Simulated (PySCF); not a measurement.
# C7H5N3: the cost of one run

Programs: PySCF 2.14.0, with routines of our own; each step states its level. All values are computed. Atoms count from 0.

## (1) The system as given

15 atoms, charge 0, multiplicity 1; geometry from: GFN2-xTB.

## (2) Magnetic properties: GIAO B3LYP/pcSseg-1

The job: settings as JSON, then the geometry in Å.

```
{"job": {"kind": "mag", "xc": "B3LYP", "basis": "pcSseg-1", "isotopologues": 0}, "charge": 0, "multiplicity": 1}
C      4.169495     1.215159     0.057656
C      3.030112     0.837014     0.075248
C      1.686513     0.390104     0.096734
N      1.463253    -0.930940     0.007443
C      0.204747    -1.297169     0.030810
C     -0.828672    -0.346845     0.143181
C     -2.229567    -0.727845     0.171536
C     -3.217336     0.153825     0.275927
N     -0.506054     0.946446     0.227388
N      0.731275     1.312205     0.204140
H      5.164758     1.548246     0.042653
H      0.003058    -2.359351    -0.038930
H     -2.423375    -1.790318     0.102258
H     -3.002964     1.206631     0.343004
H     -4.249658    -0.149171     0.296591
```

With the program's defaults for keys left out, this is: GIAO B3LYP/pcSseg-1 magnetisability, rotational g tensor and spin-rotation constants, non-relativistic, gas phase.

Started as:

```bash
$ OMP_NUM_THREADS=1 python excited_run.py task.json out
```

One launch serves the whole session: the jobs run in the order shown.

Q: Estimate the wall time and peak memory of this first job on 1 thread of Arm Neoverse N1, shared host.

About 60 s, with a peak of 0.84 GiB.
